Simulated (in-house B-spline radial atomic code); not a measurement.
# Al¹⁰⁺: ionisation energy by several methods

Wanted: one ionisation energy, Al¹⁰⁺ to configuration 1s2, up the ladder of functionals.

Program: in-house B-spline radial atomic code version 1. Level of theory: scalar-relativistic (X2C), several functionals, spin-polarised, exact exchange averaged over the configuration; spherical all-electron atom at the radial basis limit. These are calculated values, not measurements, unless marked.

### Step 1. The system

| Item | Value |
| --- | --- |
| element | aluminium (Z = 13) |
| charge | +10 |
| electrons | 3 |
| configuration | [He] 2s1 |
| nucleus | Fermi, rms radius 3.061 fm |

Outer shells as boxes (Hund's rule):

[He] 2s1
```
[He] core
2s [↑ ]
```

Where spins are not typed, each open shell is filled with up spins first.

### Step 2. B3LYP, a global hybrid

Settings, as recorded:

```ini
Z = 13
electrons = 3.0
configuration = [He] 2s1
hamiltonian = x2c
method = b3lyp
spin_polarised = True
nucleus = fermi
rms_radius = 3.061
mass_number = 27
atomic_mass = 26.981538408
speed_of_light = 137.035999084
exact_exchange = averaged over the configuration
```

Command:

```
$ python run_scf.py task.json out
```

task.json lists these runs, among others, and the program works through them in turn.

### Step 3. HSE06, a range-separated hybrid

Settings: those of step 2 with these lines changed.

```diff
@@ -4,3 +4,3 @@
 hamiltonian = x2c
-method = b3lyp
+method = hse06
 spin_polarised = True
```

### Step 4. CAM-B3LYP, a range-separated hybrid

Settings: those of step 3 with these lines changed.

```diff
@@ -4,3 +4,3 @@
 hamiltonian = x2c
-method = hse06
+method = camb3lyp
 spin_polarised = True
```

### Step 5. ωB97X, a range-separated hybrid

Settings: those of step 4 with these lines changed.

```diff
@@ -4,3 +4,3 @@
 hamiltonian = x2c
-method = camb3lyp
+method = wb97x
 spin_polarised = True
```

### Step 6. B97-1, a global hybrid

Settings: those of step 5 with these lines changed.

```diff
@@ -4,3 +4,3 @@
 hamiltonian = x2c
-method = wb97x
+method = b97_1
 spin_polarised = True
```

### Step 7. BHandHLYP, a global hybrid

Settings: those of step 6 with these lines changed.

```diff
@@ -4,3 +4,3 @@
 hamiltonian = x2c
-method = b97_1
+method = bhandhlyp
 spin_polarised = True
```

Before running: The tabulated ionisation energy is 442.005 ± 0.007 eV (tabulated theoretical; NIST Atomic Spectra Database). What does each method give, and which comes nearest?

**Answer**, as computed:

| method | rung | total energy (hartree) | ΔSCF (eV) | −ε highest (eV) | ΔSCF less tabulated (eV) |
| --- | --- | --- | --- | --- | --- |
| B3LYP | global hybrid | -177.5823 | 443.36 | 428.36 (2s up) | +1.35 |
| B97-1 | global hybrid | -177.6219 | 442.57 | 428.35 (2s up) | +0.57 |
| BHandHLYP | global hybrid | -177.6382 | 443.21 | 433.57 (2s up) | +1.20 |
| HSE06 | range-separated hybrid | -177.5467 | 442.87 | 428.69 (2s up) | +0.86 |
| CAM-B3LYP | range-separated hybrid | -177.5912 | 443.20 | 430.33 (2s up) | +1.20 |
| ωB97X | range-separated hybrid | -177.7986 | 439.95 | 431.12 (2s up) | -2.06 |

**Reading.** Against the tabulated ionisation energy, 442.005 ± 0.007 eV (tabulated theoretical; NIST Atomic Spectra Database), the best here is B97-1 (+0.57 eV) and the worst ωB97X (-2.06 eV, or 0.47 %). Relativistic terms that these runs lack can be as large as the gaps between close methods, so the nearest may be so by luck.
